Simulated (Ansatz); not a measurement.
# GeH4O2 (SMILES [OH][GeH2][OH]): BHLYP/cc-pVDZ

Aim: the energy change on altering one bond length of GeH4O2 at BHLYP/cc-pVDZ, from 2 runs. 

The results are computed with Ansatz 0.2.0.

53 further runs of the same task are left out: 53 set aside as unsound or not needed.

**1. The molecule**

The species is GeH4O2 (7 atoms), meant as a singlet with charge 0. SMILES: `[OH][GeH2][OH]`. The coordinates come from a PBE0-D4/def2-TZVP relaxation. This is one conformer, not always the lowest.

Bond lengths: O1–Ge2 1.776 Å, Ge2–O3 1.773 Å, O1–H4 0.959 Å, Ge2–H5 1.543 Å, Ge2–H6 1.525 Å, O3–H7 0.959 Å. Angles: O1–Ge2–O3 110.8°, O1–Ge2–H5 108.6°, O1–Ge2–H6 106.6°, O3–Ge2–H5 109.7°, O3–Ge2–H6 104.9°, Ge2–O1–H4 113.3°, Ge2–O3–H7 113.6°, H5–Ge2–H6 116.1°.

**2. A single-point energy at BHLYP/cc-pVDZ**

Contents of in.yaml:

```yaml
crystal:
  periodic: [false, false, false]
  atoms:
    - symbol: O
      position_ang: [-1.491300, -0.416000, -0.173900]
    - symbol: Ge
      position_ang: [0.023500, 0.377000, 0.305300]
    - symbol: O
      position_ang: [1.347400, -0.798900, 0.400600]
    - symbol: H
      position_ang: [-1.634900, -0.418700, -1.122100]
    - symbol: H
      position_ang: [0.363400, 1.460500, -0.739100]
    - symbol: H
      position_ang: [-0.172500, 0.863100, 1.737300]
    - symbol: H
      position_ang: [1.625600, -1.135200, -0.453800]
basis:
  gaussian:
    orbitals: cc-pVDZ
hamiltonian:
  xc: {name: BHLYP}
accuracy: high
output: {orbitals: {seedname: orbitals}}
```

Started as:

```console
$ ansatz run in.yaml --threads 1 --pin off --max-ram 3480MiB --events-out events.jsonl --progress --plain --runs-dir runs
```

The log of the run:

```text
Warning: RAYON_NUM_THREADS=1 ignored (pool sized by the plan → 1); use --threads N
Functional definition: BHLYP
  name "BHLYP"
  parameter a = 0.5
  exchange = (1 - a)*b88_x + a*exact_x
  correlation = lyp_c
1673 factors; integrals over basis functions are off by at most 4.6e-9 eV
mean field evaluation 1: about -60668.9433 eV, gradient 5.8e1 eV
mean field evaluation 2: about -60665.7320 eV, gradient 7.2e1 eV
mean field evaluation 4: about -60674.7088 eV, gradient 1.9e0 eV
mean field evaluation 8: about -60674.9719 eV, gradient 1.2e-1 eV
mean field evaluation 16: about -60674.9719 eV, gradient 1.1e-5 eV
mean field -60674.97189619 eV, -2229.7640902119 hartree, gradient 2.3e-8 eV, S^2 0.000000; 0 other end points of the search recorded, 0 dependent functions left out
reference -60674.97192081 eV, -2229.7640911165 hartree; 26, 26 occupied and 49, 49 virtual orbitals, 1673 factors
Total energy: -60674.97192081 eV, -2229.7640911165 hartree
```

Run time: 6.3 s. Hardware: 1 thread of Arm Neoverse V2, shared host; peak memory 0.24 GiB.

**3. The distorted shape**

Contents of molecule.yaml:

```yaml
crystal:
  periodic: [false, false, false]
  atoms:
    - {symbol: O, position_ang: [-1.376424, -0.413840, 0.584632]}
    - {symbol: Ge, position_ang: [0.138376, 0.379160, 1.063832]}
    - {symbol: O, position_ang: [1.462276, -0.796740, 1.159132]}
    - {symbol: H, position_ang: [-1.634900, -0.418700, -1.122100]}
    - {symbol: H, position_ang: [0.478276, 1.462660, 0.019432]}
    - {symbol: H, position_ang: [-0.057624, 0.865260, 2.495832]}
    - {symbol: H, position_ang: [1.740476, -1.133040, 0.304732]}
basis:
  gaussian:
    orbitals: cc-pVDZ
accuracy: high
output:
  orbitals: {seedname: orbitals}
hamiltonian:
  xc: {name: BHLYP}
```

Started as:

```console
$ ansatz run molecule.yaml --threads 1 --pin off --max-ram 3480MiB --events-out events.jsonl --progress --plain --runs-dir runs
```

The log of the run:

```text
Warning: RAYON_NUM_THREADS=1 ignored (pool sized by the plan → 1); use --threads N
[... 5 set-up lines as earlier in the session ...]
1673 factors; integrals over basis functions are off by at most 4.5e-9 eV
mean field evaluation 1: about -60662.0223 eV, gradient 6.4e1 eV
mean field evaluation 2: about -60645.5597 eV, gradient 1.1e2 eV
mean field evaluation 4: about -60670.3979 eV, gradient 8.1e0 eV
mean field evaluation 8: about -60670.7249 eV, gradient 3.3e-1 eV
mean field evaluation 16: about -60670.7258 eV, gradient 9.7e-4 eV
mean field -60670.72576221 eV, -2229.6080476662 hartree, gradient 3.1e-8 eV, S^2 0.000000; 0 other end points of the search recorded, 0 dependent functions left out
reference -60670.72578821 eV, -2229.6080486219 hartree; 26, 26 occupied and 49, 49 virtual orbitals, 1673 factors
Total energy: -60670.72578821 eV, -2229.6080486219 hartree
```

It took 6.9 s on 1 thread of Arm Neoverse V2, shared host; peak memory 0.24 GiB.

**4. Summary of results**

At BHLYP/cc-pVDZ:

```
                                                         quantity           value
                                        first shape: total energy  -2229.76409 Eh
                                         first shape: HOMO energy       -10.01 eV
                                         first shape: LUMO energy         1.70 eV
                                       first shape: HOMO–LUMO gap        11.71 eV
                                    distorted shape: total energy  -2229.60805 Eh
                                     distorted shape: HOMO energy        -9.80 eV
                                     distorted shape: LUMO energy        -2.51 eV
                                   distorted shape: HOMO–LUMO gap         7.28 eV
energy change with the O1–H4 bond stretched from 0.959 to 1.726 Å        4.246 eV
```

What this shows: With the O1–H4 bond stretched from 0.959 to 1.726 Å the energy rises by 4.25 eV (410 kJ/mol). The first shape isn't relaxed at this level, so the change isn't measured from a minimum. A restricted reference can't describe the breaking bond well at this length.
